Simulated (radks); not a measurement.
**Al in [Ne] 3s2 3p0.5 4s0.5: an all-electron calculation**

One table from this session's results is given with a row withheld; the runs are named, their logs left out.

Program: radks (a radial shooting solver on a logarithmic mesh, Libxc functionals) version 1. Level of theory: scalar-relativistic Kohn-Sham, PBE, spin-unpolarised, spherical densities, point nucleus. These are calculated values, not measurements, unless marked.

## The atom as given

| Quantity | Value |
| --- | --- |
| element | aluminium (Z = 13) |
| charge | 0 |
| electrons | 13 |
| configuration | [Ne] 3s2 3p0.5 4s0.5 |

Set-up of the first run:

Input:

```text
Z 13
configuration [Ne] 3s2 3p0.5 4s0.5 3d0 4p0 5s0 4f0
relativity scalar-relativistic
functional pbe,pbe
spin unpolarised
nucleus point
c 137.035999084
```

Among the steps run: Self-consistent calculation.

One table of the session follows, with a row left open; its other results are not shown here.

It belongs to the step «Radial structure». From the orbitals of this run (lengths in bohr):

```
level     <r>  outermost maximum (interpolated)  90 % within  nodes
   1s  0.1202                            0.0784        0.215      0
   2s  0.6260                             0.496        0.991      1
   2p  0.6033                             0.429         1.02      0
   3s   2.471                              2.06         3.76      2
   3p   3.221                              2.53         5.09      1
   4s   8.623                              7.68         12.7      3
   4p       ?                                 ?            ?      ?
```

Estimate the missing values for 4p.

The run gave: <r>: 11.44; outermost maximum (interpolated): 9.88; 90 % within: 16.8; nodes: 2. In the column «<r>» it is the highest.
